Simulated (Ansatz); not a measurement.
# FH7O2Si: a reaction path by the nudged elastic band

Aim: the minimum-energy path between two given structures and its highest point. Both ends were relaxed at PBE0-D4 in triple zeta. A second band with other settings follows.

Method: PBE0-D4/def2-SVP; program: Ansatz 0.2.0, Gaussian basis.

28 further runs of the same task are left out: 28 set aside as unsound or not needed.

## Step 1: Where the work starts

The first end: 11 atoms, charge 0, spin multiplicity 1.

Atoms are counted from 1 here; the program's logs count them from 0.

Bond lengths: Si1–H2 1.506 Å, Si1–H3 1.480 Å, Si1–H4 1.488 Å, Si1–O5 1.628 Å, O5–H10 0.970 Å, H6–F7 0.959 Å, H8–O9 0.967 Å, O9–H11 0.961 Å. Angles: H2–Si1–H3 107.2°, H2–Si1–H4 105.9°, H2–Si1–O5 111.6°, H3–Si1–H4 110.5°, H3–Si1–O5 107.9°, H4–Si1–O5 113.6°, Si1–O5–H10 118.1°, H8–O9–H11 106.5°.

Geometry (Å):

```mol
FH7O2Si
  3D, bonds by distance, orders not assigned

 11  8  0  0  0  0  0  0  0  0999 V2000
   -0.7141    0.4863   -1.4556 Si  0  0
    0.0428   -0.8071   -1.3037 H   0  0
   -0.6610    0.8597   -2.8865 H   0  0
   -2.1134    0.1886   -1.0473 H   0  0
   -0.0258    1.6874   -0.5982 O   0  0
    0.5719    0.0051    1.8153 H   0  0
    0.2053    0.8664    2.0235 F   0  0
    0.8790   -1.3639    0.2764 H   0  0
    1.0853   -1.3557    1.2213 O   0  0
    0.0163    1.5949    0.3661 H   0  0
    0.7134   -2.1616    1.5889 H   0  0
  1  2  8  0
  1  3  8  0
  1  4  8  0
  1  5  8  0
  5 10  8  0
  6  7  8  0
  8  9  8  0
  9 11  8  0
M  END
```

The second end:

```mol
FH7O2Si
  3D, bonds by distance, orders not assigned

 11  8  0  0  0  0  0  0  0  0999 V2000
   -0.2970    1.1215   -0.1705 Si  0  0
    0.6409   -2.6022   -1.9259 H   0  0
    0.8201    0.5852   -0.9598 H   0  0
   -1.4788    0.2415   -0.0365 H   0  0
   -0.7125    2.5273   -0.8943 O   0  0
    0.9239   -0.7258    1.8133 H   0  0
    0.2136    1.4356    1.3216 F   0  0
    0.7772   -2.2909   -1.2599 H   0  0
    0.6609   -1.3761    1.1556 O   0  0
   -1.5126    2.9732   -0.6148 H   0  0
   -0.0358   -1.8893    1.5714 H   0  0
  1  3  8  0
  1  4  8  0
  1  5  8  0
  1  7  8  0
  2  8  8  0
  5 10  8  0
  6  9  8  0
  9 11  8  0
M  END
```

## Step 2: The band at PBE0-D4/def2-SVP

The input, neb/in.yaml:

```yaml
crystal:
  periodic: [false, false, false]
  atoms:
    - {symbol: Si, position_ang: [-0.714117, 0.486284, -1.455559]}
    - {symbol: H, position_ang: [0.042820, -0.807092, -1.303744]}
    - {symbol: H, position_ang: [-0.660954, 0.859707, -2.886509]}
    - {symbol: H, position_ang: [-2.113416, 0.188632, -1.047323]}
    - {symbol: O, position_ang: [-0.025776, 1.687440, -0.598180]}
    - {symbol: H, position_ang: [0.571934, 0.005069, 1.815271]}
    - {symbol: F, position_ang: [0.205346, 0.866366, 2.023510]}
    - {symbol: H, position_ang: [0.879013, -1.363882, 0.276446]}
    - {symbol: O, position_ang: [1.085349, -1.355670, 1.221308]}
    - {symbol: H, position_ang: [0.016281, 1.594853, 0.366082]}
    - {symbol: H, position_ang: [0.713420, -2.161609, 1.588897]}
basis:
  gaussian: {orbitals: def2-SVP}
hamiltonian: {xc: pbe0, dispersion: d4}
neb:
  images: 5
  climbing: true
  max_iterations: 40
  initial_path: idpp
  final_atoms:
    - {symbol: Si, position_ang: [-0.297006, 1.121515, -0.170541]}
    - {symbol: H, position_ang: [0.640867, -2.602223, -1.925900]}
    - {symbol: H, position_ang: [0.820143, 0.585231, -0.959780]}
    - {symbol: H, position_ang: [-1.478825, 0.241540, -0.036503]}
    - {symbol: O, position_ang: [-0.712475, 2.527266, -0.894266]}
    - {symbol: H, position_ang: [0.923854, -0.725792, 1.813293]}
    - {symbol: F, position_ang: [0.213622, 1.435614, 1.321622]}
    - {symbol: H, position_ang: [0.777220, -2.290914, -1.259920]}
    - {symbol: O, position_ang: [0.660903, -1.376074, 1.155603]}
    - {symbol: H, position_ang: [-1.512626, 2.973192, -0.614838]}
    - {symbol: H, position_ang: [-0.035778, -1.889253, 1.571430]}
```

The run is started by

```bash
> ansatz run in.yaml --threads 4 --pin off --events-out ev --progress --plain --max-ram 9574MiB
```

## Step 3: The band at SPW92/def2-SVP, other settings

Edit neb/in.yaml of step 2 so:

```diff
@@ -16,3 +16,3 @@
   gaussian: {orbitals: def2-SVP}
-hamiltonian: {xc: pbe0, dispersion: d4}
+hamiltonian: {xc: lda}
 neb:
@@ -20,3 +20,3 @@
   climbing: true
-  max_iterations: 40
+  max_iterations: 60
   initial_path: idpp
```

What does the calculation give? Wanted: from earlier runs: barrier over the separately found saddle, CCSD(T)/def2-TZVPP.

**Answer**, as computed:

| quantity | value |
| --- | --- |
| PBE0-D4/def2-SVP, 27 iterations | highest 105.0 kJ/mol (image 2), last end -53.5 kJ/mol |
| SPW92/def2-SVP, 40 iterations | highest 40.4 kJ/mol (image 2), last end -30.8 kJ/mol |
| from earlier runs: barrier over the separately found saddle, CCSD(T)/def2-TZVPP | 139.2 kJ/mol |

The highest image lies 105.0 kJ/mol above the first end, and it climbed, so it estimates the saddle. The ends are not quite minima at this level (largest force component 0.77 eV/Å), so the heights are unreliable: relaxing the first end would lower it and raise the barrier above it. The highest image is 34.3 kJ/mol below the CCSD(T) barrier in triple zeta, which comes from separate runs on the saddle. The second band's highest image lies at 40.4 kJ/mol; the levels differ.
